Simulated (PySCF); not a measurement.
# C4H2FN3: electronic excitations and core binding energies

Wanted: the electronic excitations and core binding energies of C4H2FN3 (`C#Cc1n[nH]nc1F`), by calculation.

Computed with PySCF 2.14.0, with density-fitted response routines of our own, on a single molecule in the gas phase. Atoms are numbered from 0 throughout.

### 1 The starting structure

10 atoms, charge 0, multiplicity 1; geometry from: GFN2-xTB.

Bonds of the start (Å): C0–C1 1.20, C1–C2 1.40, C2–N3 1.33, N3–N4 1.31, N4–N5 1.32, N5–C6 1.32, C6–F7 1.32, C6–C2 1.42, C0–H8 1.05, N4–H9 1.01.

### 2 TDDFT and polarisability: wB97X-D/def2-SVPD

What the job is given:

```
{"job": {"kind": "uv", "xc": "wB97X-D", "basis": "def2-SVPD", "nstates": 8, "ntriplets": 3}, "charge": 0, "multiplicity": 1}
C     -2.510744     0.937625     0.438491
C     -1.409432     0.502190     0.245355
C     -0.124927     0.009089    -0.033102
N      0.658131    -0.628291     0.833385
N      1.749096    -0.908751     0.166642
N      1.770861    -0.511640    -1.089070
C      0.600464     0.073361    -1.250073
F      0.222475     0.615882    -2.391758
H     -3.472617     1.313530     0.620360
H      2.525576    -1.398341     0.584400
```

Level: TDDFT wB97X-D/def2-SVPD, vertical, gas phase, core orbitals frozen in the response.

Started as:

```bash
$ OMP_NUM_THREADS=1 python probes_run.py task.json out
```

One launch serves the whole session: the jobs run in the order shown.

**Question.** This job is followed by: delta-SCF UKS SCAN, pcX-2 on the ionised atom, pcseg-1 elsewhere, spin-free X2C. What will the session give for the following? lowest singlet (wB97X-D/def2-SVPD); lowest triplet; C1s binding energies, SCAN/pcX-2 (standing for 3 of 4 atoms); N1s binding energies, SCAN/pcX-2; F1s binding energies, SCAN/pcX-2.

As calculated:

| quantity | value |
| --- | --- |
| lowest singlet (wB97X-D/def2-SVPD) | 5.79 eV (214 nm), f = 0.244 |
| lowest triplet | 4.19 eV |
| C1s binding energies, SCAN/pcX-2 (standing for 3 of 4 atoms) | C6 294.08, C2 292.63, C0 290.59 eV |
| N1s binding energies, SCAN/pcX-2 | N4 408.47, N5 406.42, N3 406.24 eV |
| F1s binding energies, SCAN/pcX-2 | F7 694.05 eV |

**Reading.** The lowest singlet, at 5.79 eV, is HOMO→LUMO 0.86, HOMO−1→LUMO+2 0.09 and is bright. The lowest triplet lies 1.60 eV below the lowest singlet (triplets in Tamm-Dancoff, singlets in full TDDFT). The C1s levels kept as sound span 3.50 eV, from C0 (terminal alkyne carbon) up to C6 (aromatic carbon bearing fluorine). Only 3 of the 4 C atoms are covered by sound results. The N1s levels kept as sound span 2.23 eV, from N3 (pyridine-type nitrogen of an azole) up to N4 (pyrrole-type ring nitrogen).
